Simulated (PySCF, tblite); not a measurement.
# C₆H₁₃Si radical: geometry, infrared bands and EPR parameters

What infrared bands and EPR parameters should C₆H₁₃Si radical (`[CH2]CC[Si@@H]1C[C@H]1C`) show?

The runs use tblite 0.8.0 and PySCF 2.14.0, with density-fitted response routines of our own; the level of theory stands in each step. All values are computed, except where a source is named. Atoms are numbered from 0 throughout.

## (1) The starting structure

20 atoms, charge 0, multiplicity 2; geometry from: force field or distance geometry start.

Bonds of the start (Å): C0–C1 1.51, C1–C2 1.53, C2–Si3 1.85, Si3–C4 1.87, C4–C5 1.49, C5–C6 1.48, C5–Si3 1.83, C0–H7 1.09, C0–H8 1.08, C1–H9 1.10, C1–H10 1.09, C2–H11 1.10, C2–H12 1.10, Si3–H13 1.49, C4–H14 1.08, C4–H15 1.08, C5–H16 1.09, C6–H17 1.10, C6–H18 1.09, C6–H19 1.09.

## (2) Optimising the geometry with GFN2-xTB

The job: settings as JSON, then the geometry in Å.

```
{"job": {"kind": "relax", "xc": "GFN2-xTB", "basis": "xTB"}, "charge": 0, "multiplicity": 2}
C      3.545000     0.658800     0.478100
C      2.323500     0.133600    -0.227500
C      1.177600    -0.104200     0.757900
Si    -0.380800    -0.751600    -0.004800
C     -1.230200     0.498800    -1.113000
C     -1.943500     0.181100     0.151900
C     -3.244200    -0.529500     0.112800
H      3.827400     0.298100     1.462500
H      4.251700     1.268300    -0.067200
H      2.596800    -0.807500    -0.716600
H      2.031700     0.839700    -1.000000
H      0.937600     0.838900     1.270400
H      1.488300    -0.796000     1.547800
H     -0.351800    -2.068000    -0.694200
H     -1.588000     0.086100    -2.048000
H     -0.711300     1.446000    -1.191400
H     -1.944600     0.949300     0.927000
H     -3.454300    -1.012900     1.081700
H     -4.052300     0.184300    -0.075800
H     -3.283600    -1.302600    -0.654400
```

On the command line:

```sh
$ OMP_NUM_THREADS=1 python probes_run.py task.json out
```

The driver reads the jobs from task.json and runs them one after another.

**Question.** This job is followed by: GFN2-xTB harmonic vibrations, gas phase; UKS B3LYP, pcH-1 on C H Si, non-relativistic, mean-field spin-orbit, GIAO. What will the session give for the following? strongest single infrared mode (GFN2-xTB); zero-point energy (GFN2-xTB); g(iso) (B3LYP); ⟨S²⟩; largest a(iso) (averaged by class); potential on the surface of density 0.002 e/bohr³, 1st and 99th percentile.

As calculated:

| quantity | value |
| --- | --- |
| strongest single infrared mode (GFN2-xTB) | 2304 cm⁻¹, 296 km/mol |
| zero-point energy (GFN2-xTB) | 105.0 kcal/mol |
| g(iso) (B3LYP) | 2.00262 |
| ⟨S²⟩ | 0.754 (exact 0.75) |
| largest a(iso) (averaged by class) | 13C on C0, 99.0 MHz |
| potential on the surface of density 0.002 e/bohr³, 1st and 99th percentile | -0.51 V and 0.72 V |

In words: Over 102 steps the energy fell by 0.402 eV; of the close pairs, Si3–C5 changed most, 1.827 to 1.891 Å. All 54 modes are real, so the xTB geometry is a minimum. The strongest single mode, at 2304 cm⁻¹, moves mainly H13. Unscaled tight-binding wavenumbers are off by several per cent, some by more. Its intensities can rank the bands wrongly. C0 carries the largest spin population, 1.07 e. The isotropic g lies 0.3 ppt above the free-electron value. These values are for one conformer; the search (at its own cheap level) found 2 more, at 0.39, 1.16 kcal/mol, and measured spectra average over such forms.
